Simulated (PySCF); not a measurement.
**SnI: from the state search to spectroscopic constants**

An exercise on one series of results from a longer session: the logs are not shown, and one member is left open.

Method: Sn def2-TZVPPD with ECP28, I def2-TZVPPD with ECP28, scalar-relativistic core potentials; program: PySCF 2.14.0.

Set-up of the first run:

A driver script around PySCF takes these settings:

```json
{"atoms": "Sn, I", "charge": "0", "basis": "Sn def2-TZVPPD with ECP28, I def2-TZVPPD with ECP28", "Hamiltonian": "scalar-relativistic core potentials", "basis functions": "115", "electrons treated": "47", "masses in u": "119.9022, 126.9045", "levels": "PBE0, PBE, r²SCAN, PW91, M06-L, B3LYP, BLYP, BP86, LC-ωPBE, HF, MP2, SCS-MP2", "grid": "80 radial by 434 angular points", "occupations": "held fixed by the projection of orbital angular momentum", "dissociation limit": "Sn + I, each in its ground configuration", "starting distance in angstrom": "2.660", "values of 2S to try": "1, 3"}
```

Launch:

```
OMP_NUM_THREADS=2 python dia.py task.json out
```

Among the steps run: Set-up; The PBE0 curve of the state that the search chose; Excited determinants; PBE (GGA); r²SCAN; PW91 (GGA); M06-L (meta-GGA); B3LYP (global hybrid GGA); BLYP (GGA); BP86; LC-ωPBE (range-separated hybrid); UHF.

One of the session's tables, all rows but one given; the rest of the session is left out.

It belongs to the step «The curves together». Energy (eV) from each level's lowest point:

| R (Å) | UHF | UHF-MP2 | UHF-SCS-MP2 | PBE | PW91 |
| --- | --- | --- | --- | --- | --- |
| 2.343 | 1.174 | 0.912 | 0.988 | 1.063 | 1.055 |
| 2.452 | 0.544 | 0.374 | 0.424 | 0.479 | 0.474 |
| 2.561 | ? | ? | ? | ? | ? |
| 2.642 | 0.055 | 0.011 | 0.025 | 0.041 | 0.040 |
| 2.724 | 0.000 | 0.000 | 0.000 | 0.000 | 0.000 |
| 2.806 | 0.006 | 0.044 | 0.032 | 0.016 | 0.017 |
| 2.915 | 0.081 | 0.164 | 0.136 | 0.100 | 0.103 |
| 3.051 | 0.248 | 0.377 | 0.333 | 0.271 | 0.276 |
| 3.214 | 0.508 | 0.682 | 0.623 | 0.529 | 0.535 |
| 3.432 | 0.894 | 1.123 | 1.049 | 0.902 | 0.909 |

Q: Estimate the row for R (Å) = 2.561 from the others.

Worked estimate for «UHF». A straight line through the neighbours (2.452, 0.544) and (2.642, 0.055) gives 0.544 + (0.055 − 0.544) × (2.561 − 2.452) / (2.642 − 2.452) = 0.263; a parabola fitted to 4 rows on both sides gives 0.177.

The run gave: UHF: 0.191; UHF-MP2: 0.097; UHF-SCS-MP2: 0.126; PBE: 0.159; PW91: 0.156. In «UHF» the line misses by +0.072 and the parabola by -0.014.
